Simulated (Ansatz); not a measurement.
This script makes vertical spin-state energies of ClFH₄SiSn, SMILES [F][SnH]([SiH3])[Cl] with the Ansatz DFT code, driven from Python.

The script, `run_spin.py`:
```python
# -*- coding: utf-8 -*-
'''Gap between spin states of ClFH4SiSn at one geometry.'''

import logging
import sys

import ansatz as az

logging.basicConfig(stream=sys.stdout, format='%(name)s: %(message)s')
log = logging.getLogger('run')
log.setLevel(logging.INFO)

GEOMETRY = '''
F    -2.22230    1.23030    0.12790
Sn   -0.63200    0.68880   -0.74290
Si    0.69220   -0.66960    0.86640
Cl   -1.07510   -0.61450   -2.62700
H     0.30040    2.08240   -1.26180
H     1.05080    0.16500    2.05490
H     1.99380   -1.11140    0.23320
H    -0.01560   -1.82820    1.29360
'''


def main():
    molecule = az.Crystal.molecule()
    for line in GEOMETRY.strip().splitlines():
        symbol, *xyz = line.split()
        molecule = molecule.atom(symbol, [float(v) for v in xyz])

    model = (
        molecule.calculation()
        .basis(gaussian='def2-SVPD')
        .functional('HF')
    )
    found = {}
    for unpaired in [0, 2, 4]:
        r = model.spin('collinear', total=unpaired).run(threads=1, backend='cpu').report
        s = unpaired / 2
        found[unpaired] = r['free_energy_ev']
        log.info(f'2S+1 = {unpaired + 1}: E = {found[unpaired]:.5f} eV, <S^2> = {abs(r["mean_field"]["state"]["spin_squared"]):.3f} (pure state {s * (s + 1):.2f})')
    lowest = min(found, key=found.get)
    for unpaired, e in found.items():
        log.info(f'multiplicity {unpaired + 1}: {23.060548 * (e - found[lowest]):.1f} kcal/mol above the lowest')


if __name__ == '__main__':
    main()
```

Which spin state is lowest at this geometry, and how far above lie the others?

In order: multiplicity 1 (+0.00 eV), multiplicity 3 (+5.92 eV) and multiplicity 5 (+11.64 eV), all at the one geometry.

The output:

```console
$ python run_spin.py
run: 2S+1 = 1: E = -28934.06905 eV, <S^2> = 0.000 (pure state 0.00)
run: 2S+1 = 3: E = -28928.14938 eV, <S^2> = 2.022 (pure state 2.00)
run: 2S+1 = 5: E = -28922.43027 eV, <S^2> = 6.025 (pure state 6.00)
run: multiplicity 1: 0.0 kcal/mol above the lowest
run: multiplicity 3: 136.5 kcal/mol above the lowest
run: multiplicity 5: 268.4 kcal/mol above the lowest
```

Total energies depend on the basis set; only differences at equal settings carry meaning. The geometry is a force-field or estimated start, not a minimum of this method, and the basis set is short of its limit. All parts are taken at fixed geometry, without zero-point energy. def2 sets replace the cores of elements past krypton by effective core potentials. Hartree-Fock leaves correlation out, so it favours high-spin states too much. Spin-orbit coupling, which mixes and shifts the spin states of heavy atoms, is left out. Finished in 110 s on 1 thread of Arm Neoverse V2 (shared host), peak memory 0.6 GiB.

(A comment or docstring line of the script was reworded after the run, the code is as it ran; lines on the test bed's own set-up are left out of the output.)
